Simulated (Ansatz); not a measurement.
# CH₅AlBNO: small, medium and large basis sets

The task here is to estimate one member of a computed series from the others.

The runs use Ansatz 0.2.0, Gaussian basis; one geometry, several basis sets.

Plan: PBE0-D4/def2-SVP; ωB97M-V/def2-SVP; PBE0-D4/def2-QZVPP; ωB97M-V/def2-QZVPP; the functionals' def2-TZVPP values are taken from earlier runs.

## Structure used throughout

An earlier PBE0-D4 in a triple-zeta def2 set relaxation fixed the geometry.

SMILES `B1C[NH][AlH][O]1`, 10 atoms, charge 0, spin multiplicity 1.

Atoms are counted from 1 here; the program's logs count them from 0.

Bond lengths: B1–C2 1.591 Å, B1–O5 1.354 Å, B1–H6 1.202 Å, C2–N3 1.464 Å, C2–H7 1.101 Å, C2–H8 1.101 Å, N3–Al4 1.759 Å, N3–H9 1.004 Å, Al4–O5 1.742 Å, Al4–H10 1.568 Å. Angles: C2–B1–O5 116.5°, C2–B1–H6 122.8°, O5–B1–H6 120.7°, B1–C2–N3 108.2°, B1–C2–H7 109.1°, B1–C2–H8 109.1°, N3–C2–H7 112.5°, N3–C2–H8 112.5°, H7–C2–H8 105.3°, C2–N3–Al4 108.2°, C2–N3–H9 116.3°, Al4–N3–H9 135.5°, N3–Al4–O5 98.9°, N3–Al4–H10 134.7°, O5–Al4–H10 126.4°, B1–O5–Al4 108.1°.

The first run:

The input, in.yaml:

```yaml
crystal:
  periodic: [false, false, false]
  atoms:
    - {symbol: B, position_ang: [-1.210023, 0.287041, -0.464814]}
    - {symbol: C, position_ang: [-0.443980, -0.819539, 0.384255]}
    - {symbol: N, position_ang: [0.963054, -0.428931, 0.482397]}
    - {symbol: Al, position_ang: [1.174958, 1.087891, -0.382235]}
    - {symbol: O, position_ang: [-0.466026, 1.325465, -0.914863]}
    - {symbol: H, position_ang: [-2.386334, 0.224769, -0.706103]}
    - {symbol: H, position_ang: [-0.576529, -1.800437, -0.098824]}
    - {symbol: H, position_ang: [-0.924958, -0.914468, 1.370530]}
    - {symbol: H, position_ang: [1.561451, -1.048982, 0.998130]}
    - {symbol: H, position_ang: [2.391488, 2.036193, -0.665573]}
basis:
  gaussian: {orbitals: def2-SVP}
hamiltonian: {xc: pbe0, dispersion: d4}
output: {orbitals: {seedname: orbitals}}
```

Started as:

```console
$ ansatz run in.yaml --threads 2 --pin off --events-out ev --progress --plain --max-ram 4352MiB
```

Among the steps run: PBE0-D4 in def2-SVP; ωB97M-V in def2-SVP; PBE0-D4 in def2-QZVPP; ωB97M-V in def2-QZVPP.

One of the session's tables, all rows but one given; the rest of the session is left out.

It belongs to the step «Functionals by basis». 

| functional | basis | HOMO (eV) |
| --- | --- | --- |
| PBE0-D4 | def2-SVP | -6.82 |
| PBE0-D4 | def2-TZVPP | -6.92 |
| PBE0-D4 | def2-QZVPP | -6.94 |
| ωB97M-V | def2-SVP | ? |
| ωB97M-V | def2-TZVPP | -9.25 |
| ωB97M-V | def2-QZVPP | -9.28 |

Estimate the missing values for ωB97M-V, def2-SVP.

**Answer.** HOMO (eV): -9.12. In the column «HOMO (eV)» it lies between ωB97M-V, def2-TZVPP (-9.25) and PBE0-D4, def2-QZVPP (-6.94).
